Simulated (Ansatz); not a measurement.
Consider a comparison of norm-conserving and PAW potentials of Mg₃Zn, space group Pm-3m (the Ansatz DFT code, driven from Python).

The script, `nc_paw_mg3zn.py`:
```python
import ansatz as az
import numpy as np


def count_gap(report):
    # lowest empty less highest filled band, counting bands; zero where they overlap
    return max(report.get("gap_by_band_count_ev") or 0.0, 0.0)

lattice = az.Lattice.of(
    [4.27551733, 0.0, 0.0],
    [0.0, 4.27551733, 0.0],
    [0.0, 0.0, 4.27551733],
)
sites = [
    ("Mg", [0.5, 0.5, 0.0]),
    ("Mg", [0.5, 0.0, 0.5]),
    ("Mg", [0.0, 0.5, 0.5]),
    ("Zn", [0.0, 0.0, 0.0]),
]
mg3zn = az.Crystal(lattice=lattice)
for symbol, position in sites:
    mg3zn = mg3zn.atom(symbol, position)

calc = mg3zn.calculation()
calc = calc.scf(tolerance=1e-05, extra_bands=16)
calc = calc.functional(az.Functional.LDA).kpoints(6, 6, 6, center="monkhorst-pack")
calc = calc.occupations("fermi_dirac", width=0.3)
calc = calc.mixing("anderson", preconditioner="none")
calc = calc.stress().forces()
calc = calc.band_table()
variants = {
    "PAW": calc.pseudopotentials("paw"),
    "norm-conserving": calc.pseudopotentials("nc"),
}
rows = []
for label, variant in variants.items():
    data = variant.run(threads=1).report
    levels = np.array(data["eigenvalues_ev"][0]) - data["fermi_energy_ev"]
    print(label, "levels at the first k-point near E_F:", np.round(levels[np.abs(levels) < 5], 3))
    rows.append((label, data["n_electrons"], np.trace(data["stress_gpa"]) / 3, count_gap(data)))
print("     treatment  electrons in bands           P GPa  gap by band count eV")
for row in rows:
    print(f"{str(row[0]):>14s}  {row[1]:18.1f}  {row[2]:14.3f}  {row[3]:20.3f}")
```

How well do the two treatments of the cores agree on the pressure?

PAW gives -1.280 GPa and norm-conserving -1.231 GPa, 0.049 GPa apart. They took 1.5 and 4.8 s of processor time.

The run itself:

```console
$ python nc_paw_mg3zn.py
DeckWarning: basis.ecutwfc = 420 eV, auto-derived from the records' recommended cutoffs: set by Mg (normal level)
DeckWarning: scf.convergence.dr2_threshold = 1e-5 eV is looser than this run's default, which is 1e-7 eV or tighter. The error in the forces grows as the threshold's square root, so leave the key out unless less accurate forces are enough
DeckWarning: output.stress: scf.convergence.dr2_threshold = 1e-5 eV is looser than the 4e-10 eV advised for a printed stress (1e-10 eV for each atom of the cell: 4). What an SCF threshold leaves in a stress goes as its square root, and in the free energy as [...]
PAW levels at the first k-point near E_F: [-1.399 -0.779 -0.779  1.213  2.562  2.562]
DeckWarning: basis.ecutwfc = 1142.878222 eV, auto-derived from the records' recommended cutoffs: set by Mg (normal level)
norm-conserving levels at the first k-point near E_F: [-1.404 -0.782 -0.782  1.214  2.574  2.574]
     treatment  electrons in bands           P GPa  gap by band count eV
           PAW                42.0          -1.280                 0.000
norm-conserving                50.0          -1.231                 0.000
```
(Warnings from the package without file and line, shortened.)

Reading the output:
- These settings explore the input space; cutoff and mesh may be short of convergence.
- The mesh is modest for a metal, so energies can be off by several to tens of meV an atom and pressures by half a GPa or more; differences at equal mesh fare better.
- The smearing is wide enough that free energy and stress hold a thermal part of the electrons.
- A gap by band count of zero or less means overlapping bands, a metal.
- The structure comes from a database of computed cells and needn't be a stable or known phase.
- Levels are Kohn-Sham eigenvalues on this mesh.
- Stress is positive in compression.
- Hardware and time: 6.9 s on 1 thread of Arm Neoverse V1, on a shared host, peak memory 0.48 GiB.

(Lines on the test bed's own set-up are left out of the output.)
